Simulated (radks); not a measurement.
# Ag⁺ inside a hard spherical wall

An exercise on one series of results from a longer session: the logs are not shown, and one member is left open.

Method: scalar-relativistic Kohn-Sham, PBE, spin-polarised, spherical densities, point nucleus. Code: radks (a radial shooting solver on a logarithmic mesh, Libxc functionals) version 1.

## Starting point

| Item | Value |
| --- | --- |
| element | silver (Z = 47) |
| charge | +1 |
| electrons | 46 |
| configuration | [Kr] 4d10 |

The outer shells:

Ag⁺
```
[Kr] core
4d [↑↓][↑↓][↑↓][↑↓][↑↓]
```

The first run:

The run's settings:

```text
Z 47
configuration [Kr] 4d10 5s0 5p0 4f0
relativity scalar-relativistic
functional pbe,pbe
spin polarised
nucleus point
c 137.035999084
```

Among the steps run: The free atom; Wall at 20 bohr; Wall at 8 bohr; Wall at 7 bohr; Wall at 3.5 bohr; Wall at 3 bohr; Wall at 2 bohr; Wall at 1.5 bohr.

One table of the session follows, with a row left open; its other results are not shown here.

| R (bohr) | E − E(free) (eV) | ε(4d) (eV) | ε(5s, empty) (eV) | ε(5p, empty) (eV) | pressure (GPa) |
| --- | --- | --- | --- | --- | --- |
| free | 0.000 | -15.639 | -11.286 | -6.295 | 0 |
| 20 | -0.000 | -15.639 | -11.286 | -6.295 | < 0.0001 |
| 8 | 0.001 | -15.636 | -11.271 | -6.159 | 0.00239 |
| 7 | 0.006 | -15.623 | -11.218 | -5.925 | 0.0221 |
| 3.5 | 5.674 | -11.928 | -2.380 | 7.959 | 80.1 |
| 3 | 15.938 | -7.863 | 7.357 | 20.660 | 325 |
| 2 | ? | ? | ? | ? | ? |
| 1.5 | 768.65 | 99.651 | 291.46 | 328.58 | 95234 |

Q: Estimate the row for R (bohr) = 2 from the others.

Worked estimate for «E − E(free) (eV)». A straight line through the neighbours (3, 15.938) and (1.5, 768.65) gives 15.938 + (768.65 − 15.938) × (2 − 3) / (1.5 − 3) = 517.75; a parabola fitted to 3 rows on both sides gives 397.43.

**Answer.** E − E(free) (eV): 173.30; ε(4d) (eV): 25.072; ε(5s, empty) (eV): 92.848; ε(5p, empty) (eV): 119.18; pressure (GPa): 10198. In «E − E(free) (eV)» the line misses by +344.45 and the parabola by +224.13.

What this shows: Eigenvalues are for spin up. At the tightest wall, 1.5 bohr, the energy stands 768.65 eV above the free atom and the pressure, −dE/dV, is 95234 GPa. From R = 2 bohr inwards the highest occupied level lies above zero, pushed up by confinement. Shells are not refilled when levels cross, and a hard wall is a model, not a crystal.
